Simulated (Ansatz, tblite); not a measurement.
**(Br2Al-mu-H)3 (Al3H3Br6): rung by rung**

Aim: run the singlet of (Br2Al-mu-H)3 (Al3H3Br6) at one geometry on many levels, and compare frontier levels, spin and run time.

Computed with Ansatz 0.2.0, Gaussian basis. Level: as each input shows.

Levels to be run: GFN1-xTB, GFN2-xTB, PBE-D4/def2-TZVP, r2SCAN-D4/def2-TZVP, HF/def2-TZVP, B97M-V/def2-TZVP, PBE-D4/def2-SVP, PBE0-D4/def2-SVP, HF/STO-3G, MP2/def2-SVP.

5 further runs of the same task are left out: 3 that didn't finish, 2 set aside as unsound or not needed.

### 1 The relaxed structure

The geometry is that of the singlet, from an earlier relaxation (PBE-D4/def2-SVP).

12 atoms, charge 0, spin multiplicity 1.

Bond lengths: Al1–Br2 2.253 Å, Al1–Br3 2.250 Å, Al1–H4 1.707 Å, Al1–H12 1.710 Å, H4–Al5 1.707 Å, Al5–Br6 2.250 Å, Al5–Br7 2.253 Å, Al5–H8 1.709 Å, H8–Al9 1.704 Å, Al9–Br10 2.254 Å, Al9–Br11 2.250 Å, Al9–H12 1.705 Å. Angles: Br2–Al1–Br3 125.0°, Br2–Al1–H4 109.4°, Br2–Al1–H12 105.1°, Br3–Al1–H4 106.7°, Br3–Al1–H12 110.2°, H4–Al1–H12 97.0°, Al1–H4–Al5 137.6°, H4–Al5–Br6 106.6°, H4–Al5–Br7 109.3°, H4–Al5–H8 97.3°, Br6–Al5–Br7 125.3°, Br6–Al5–H8 110.0°, Br7–Al5–H8 104.9°, Al5–H8–Al9 132.1°, H8–Al9–Br10 107.5°, H8–Al9–Br11 106.7°, H8–Al9–H12 97.8°, Br10–Al9–Br11 126.6° and more.

PBE0-D4/def2-TZVP was run before; its log isn't repeated, and its numbers join the tables.

### 2 GFN1-xTB

Tight binding, by tblite at 300 K electronic temperature and without a spin-polarisation term:

```python
tblite.interface.Calculator('GFN1-xTB', numbers, positions, charge=0, uhf=0).singlepoint()
```

Energy -795.1614 eV, HOMO -11.81 eV, LUMO -7.48 eV; 0.017 s.

### 3 GFN2-xTB

Tight binding, by tblite at 300 K electronic temperature and without a spin-polarisation term:

```python
tblite.interface.Calculator('GFN2-xTB', numbers, positions, charge=0, uhf=0).singlepoint()
```

Energy -808.2810 eV, HOMO -12.59 eV, LUMO -8.60 eV; 0.021 s.

### 4 PBE-D4/def2-TZVP

start.molden holds the orbitals of an earlier run on this state, given as this run's starting guess.

The input, in.yaml:

```yaml
crystal:
  periodic: [false, false, false]
  atoms:
    - {symbol: Al, position_ang: [-1.393023, 0.731300, 0.913003]}
    - {symbol: Br, position_ang: [-1.345667, 2.979048, 1.056644]}
    - {symbol: Br, position_ang: [-2.939731, -0.591471, 1.873184]}
    - {symbol: H, position_ang: [0.131570, 0.103679, 1.356731]}
    - {symbol: Al, position_ang: [1.690897, -0.022303, 0.673220]}
    - {symbol: Br, position_ang: [2.592308, -1.920732, 1.477476]}
    - {symbol: Br, position_ang: [2.680223, 2.001620, 0.700990]}
    - {symbol: H, position_ang: [1.200100, -0.249892, -0.947477]}
    - {symbol: Al, position_ang: [-0.294772, -0.688829, -1.637289]}
    - {symbol: Br, position_ang: [-0.773841, -2.779964, -0.944568]}
    - {symbol: Br, position_ang: [-0.267895, 0.047606, -3.763314]}
    - {symbol: H, position_ang: [-1.280151, 0.389938, -0.758599]}
basis:
  gaussian: {orbitals: def2-TZVP, initial_orbitals: start.molden}
hamiltonian: {xc: pbe, dispersion: d4}
scf: {omitted_lower_state_checks: [starts]}
output: {forces: true, orbitals: {seedname: orbitals}}
```

The run is started by

```console
$ ansatz run in.yaml --threads 4 --pin off --events-out ev --progress --plain --max-ram 6963MiB
```

Further steps of the session: r2SCAN-D4/def2-TZVP; HF/def2-TZVP; B97M-V/def2-TZVP; PBE-D4/def2-SVP; PBE0-D4/def2-SVP; HF/STO-3G; MP2/def2-SVP.

Before running them: what should the planned runs give, taken together? Wanted: gap in def2-TZVP, named functionals and Hartree-Fock, smallest and largest; correlation energy, MP2/def2-SVP; binding an atom, functionals in def2-TZVP; PBE0 total energy, smallest basis above largest.

The runs gave:

| quantity | value |
| --- | --- |
| gap in def2-TZVP, named functionals and Hartree-Fock, smallest and largest | 4.62 eV (PBE-D4), 13.00 eV (HF) |
| correlation energy, MP2/def2-SVP | -43.01 eV |
| binding an atom, functionals in def2-TZVP | 2.90 (PBE0-D4) to 2.97 eV (r2SCAN-D4) |
| PBE0 total energy, smallest basis above largest | 57.88 eV (def2-SVP, def2-TZVP) |

**Reading.** Orbital gaps of the named functionals and Hartree-Fock in def2-TZVP span 4.62 eV (PBE-D4) to 13.00 eV (HF); exact exchange widens it.
